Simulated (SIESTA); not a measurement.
Molecule: OSnBrH, in a box.

```
CELL_PARAMETERS angstrom
13.00000 0.00000 0.00000
0.00000 11.00000 0.00000
0.00000 0.00000 11.00000
ATOMIC_POSITIONS crystal
O 0.43472 0.55300 0.43915
Sn 0.44376 0.45246 0.58749
Br 0.63553 0.42402 0.57407
H 0.36647 0.57980 0.41870
```

| Item | Value |
| --- | --- |
| Program | SIESTA 5.4.2 |
| Task | single point |
| Functional | PBE |
| Potentials or basis | PseudoDojo 0.4 standard (PBE files) |
| Basis | DZP (energy shift 0.002 Ry) |
| Grid cutoff | 400 Ry |
| Energy shift | 0.002 Ry |
| k mesh | 1 × 1 × 1 |
| Occupations | fermi-dirac, width 0.05 eV |
| Spin | no spin polarisation |

On this cell: largest force 1.613 eV/Å; gap between the frontier levels 3.03 eV.

The same run follows on a disturbed copy (atoms moved at random, drawn with an rms of 0.05 Å):

```
O Sn Br H
1.0
    13.00000    0.00000    0.00000
     0.00000   11.00000    0.00000
     0.00000    0.00000   11.00000
O Sn Br H
1 1 1 1
Direct
  0.43655 0.55550 0.44181
  0.44361 0.44941 0.58814
  0.63767 0.42785 0.57714
  0.36576 0.58270 0.41645
```

**Question.** What changes?

**Answer.** The energy moves by -9.0 meV/atom; largest force 1.775 eV/Å; gap between the frontier levels 3.01 eV.

Forces on the atoms (eV/Å):
```
O   -0.800  0.974 -1.250
Sn  -0.536 -0.586  0.909
Br   0.573 -0.071  0.000
H    0.763 -0.317  0.341
```

Caveats: spin-orbit coupling is left out, which moves the levels of the heavy elements; the basis of atomic orbitals isn't converged, which shifts pressures, moduli and gaps.

